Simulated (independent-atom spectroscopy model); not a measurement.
# Angle-resolved XPS of Nb2O5 on InP

Aim: the ratio of the Nb 2p3/2 peak of the film to the In 2p3/2 peak of the substrate as the sample is tilted.

Method: angle-resolved photoelectron peak ratio of a uniform film on a substrate: exponential attenuation with lengths from TPP-2M (nominal gaps) and the elastic albedo, Dirac-Hartree-Slater cross sections, magic-angle geometry; computed with independent-atom spectroscopy model, version 2.

### Step 1. Film and substrate

1.8 nm of Nb2O5 (4.54 g/cm³) on InP (4.81 g/cm³).

### Step 2. The run

The inputs of this calculation:

```json
{
  "film": "Nb2O5",
  "film_density": 4.54,
  "base": "InP",
  "base_density": 4.81,
  "photon_energy": 5414.7,
  "film_peak": "Nb 2p3/2",
  "base_peak": "In 2p3/2",
  "thickness": 1.8,
  "emission_angle": [0, 10, 20, 30, 40, 45, 50, 55]
}
```

Units: film_density in g/cm³, base_density in g/cm³, photon_energy in eV, thickness in nm, emission_angle in degrees.

**Question.** What will these runs give? Wanted: ratio at normal emission; ratio at 55°.

The runs gave:

| quantity | value |
| --- | --- |
| ratio at normal emission | 0.484 |
| ratio at 55° | 1.21 |
| attenuation length of the substrate peak in the film | 2.70 nm |
| thickness over that length | 0.67 |

**Reading.** At 0° the substrate keeps 51 % of its signal through 0.67 attenuation lengths of film. Tilting to 55° lengthens the path by 1/cos θ and raises the ratio 2.5-fold. Islands, roughness and grazing exit, where elastic scattering matters more, are outside the model.
